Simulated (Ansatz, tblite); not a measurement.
# Si(CCH)2H2 (C4H4Si): a ladder of methods and basis sets

One table from this session's results is given with a row withheld; the runs are named, their logs left out.

Computed with Ansatz 0.2.0, Gaussian basis. Level: as each input shows.

Levels to be run: GFN1-xTB, GFN2-xTB, PBE-D4/def2-TZVP, r2SCAN-D4/def2-TZVP, HF/def2-TZVP, r2SCAN0-D4/def2-TZVP, HSE06-D4/def2-TZVP, LC-ωPBE/def2-TZVP, BHLYP-D4/def2-TZVP, LDA/def2-TZVP, ωB97X-V/def2-TZVP, PBE-D4/def2-SVP, PBE0-D4/def2-SVP, HF/STO-3G, HF/6-31G, B3LYP-D4/6-31G, CCSD(T)/def2-TZVPP, MP2/def2-TZVP, RPA/def2-TZVP.

## The structure

The geometry is that of the singlet, from an earlier relaxation (PBE0-D4/def2-SVP).

9 atoms, charge 0, spin multiplicity 1.

Bond lengths: Si1–C2 1.833 Å, Si1–C5 1.833 Å, Si1–H8 1.490 Å, Si1–H9 1.490 Å, C2–C3 1.216 Å, C3–H4 1.076 Å, C5–C6 1.216 Å, C6–H7 1.076 Å. Angles: C2–Si1–C5 109.9°, C2–Si1–H8 109.3°, C2–Si1–H9 109.3°, C5–Si1–H8 109.3°, C5–Si1–H9 109.3°, H8–Si1–H9 109.6°, Si1–C2–C3 179.6°, C2–C3–H4 179.9°, Si1–C5–C6 179.6°, C5–C6–H7 179.9°.

Coordinates:

```xyz
9
charge 0, multiplicity 1
Si   -0.7891   -0.0048   -0.5365
C    -0.7620   -0.0260    1.2959
C    -0.7529   -0.0402    2.5121
H    -0.7434   -0.0527    3.5879
C     0.9246    0.0271   -1.1853
C     2.0587    0.0482   -1.6244
H     3.0624    0.0668   -2.0114
H    -1.5163    1.2081   -1.0049
H    -1.4818   -1.2265   -1.0335
```

PBE0-D4/def2-TZVP was run before; its log isn't repeated, and its numbers join the tables.

The first run:

Tight binding, by tblite at 300 K electronic temperature and without a spin-polarisation term:

```python
tblite.interface.Calculator('GFN1-xTB', numbers, positions, charge=0, uhf=0).singlepoint()
```

Tight binding, by tblite at 300 K electronic temperature and without a spin-polarisation term:

```python
tblite.interface.Calculator('GFN2-xTB', numbers, positions, charge=0, uhf=0).singlepoint()
```

start.molden holds the orbitals of an earlier run on this state, given as this run's starting guess.

in.yaml

```yaml
crystal:
  periodic: [false, false, false]
  atoms:
    - {symbol: Si, position_ang: [-0.789129, -0.004819, -0.536467]}
    - {symbol: C, position_ang: [-0.762032, -0.025961, 1.295904]}
    - {symbol: C, position_ang: [-0.752947, -0.040157, 2.512130]}
    - {symbol: H, position_ang: [-0.743411, -0.052686, 3.587895]}
    - {symbol: C, position_ang: [0.924567, 0.027060, -1.185301]}
    - {symbol: C, position_ang: [2.058685, 0.048171, -1.624418]}
    - {symbol: H, position_ang: [3.062372, 0.066840, -2.011430]}
    - {symbol: H, position_ang: [-1.516325, 1.208102, -1.004859]}
    - {symbol: H, position_ang: [-1.481790, -1.226540, -1.033455]}
basis:
  gaussian: {orbitals: def2-TZVP, initial_orbitals: start.molden}
hamiltonian: {xc: pbe, dispersion: d4}
scf: {omitted_lower_state_checks: [starts]}
output: {orbitals: {seedname: orbitals}}
```

Command:

```console
$ ansatz run in.yaml --threads 2 --pin off --events-out ev --progress --plain --max-ram 22528MiB --backend cpu
```

Steps of the session up to this table: PBE-D4/def2-TZVP; r2SCAN-D4/def2-TZVP; HF/def2-TZVP; r2SCAN0-D4/def2-TZVP; HSE06-D4/def2-TZVP; LC-ωPBE/def2-TZVP; BHLYP-D4/def2-TZVP; LDA/def2-TZVP; ωB97X-V/def2-TZVP; PBE-D4/def2-SVP; PBE0-D4/def2-SVP; HF/STO-3G; HF/6-31G; B3LYP-D4/6-31G; CCSD(T)/def2-TZVPP; MP2/def2-TZVP; RPA/def2-TZVP.

One table of the session follows, with a row left open; its other results are not shown here.

It belongs to the step «Levels side by side». 

| level | HOMO (eV) | LUMO (eV) | gap (eV) |
| --- | --- | --- | --- |
| HF/STO-3G | ? | ? | ? |
| HF/6-31G | -10.68 | 3.76 | 14.44 |
| HF/def2-TZVP | -10.89 | 3.10 | 13.99 |
| LDA/def2-TZVP | -7.15 | -1.69 | 5.46 |
| PBE-D4/def2-SVP | -6.89 | -1.26 | 5.62 |
| PBE-D4/def2-TZVP | -7.01 | -1.47 | 5.54 |
| r2SCAN-D4/def2-TZVP | -7.25 | -1.25 | 6.01 |
| B3LYP-D4/6-31G | -7.67 | 0.00 | 7.67 |
| PBE0-D4/def2-SVP | -8.13 | -0.34 | 7.80 |
| PBE0-D4/def2-TZVP | -8.21 | -0.52 | 7.69 |
| r2SCAN0-D4/def2-TZVP | -8.37 | -0.40 | 7.98 |
| HSE06-D4/def2-TZVP | -7.81 | -0.90 | 6.90 |
| BHLYP-D4/def2-TZVP | -9.26 | 0.55 | 9.81 |
| LC-ωPBE/def2-TZVP | -10.97 | 1.76 | 12.73 |
| ωB97X-V/def2-TZVP | -10.56 | 1.68 | 12.24 |

Q: Estimate the row for HF/STO-3G from the others.

The run gave: HOMO (eV): -8.70; LUMO (eV): 9.40; gap (eV): 18.10. In the column «HOMO (eV)» it lies between BHLYP-D4/def2-TZVP (-9.26) and r2SCAN0-D4/def2-TZVP (-8.37).
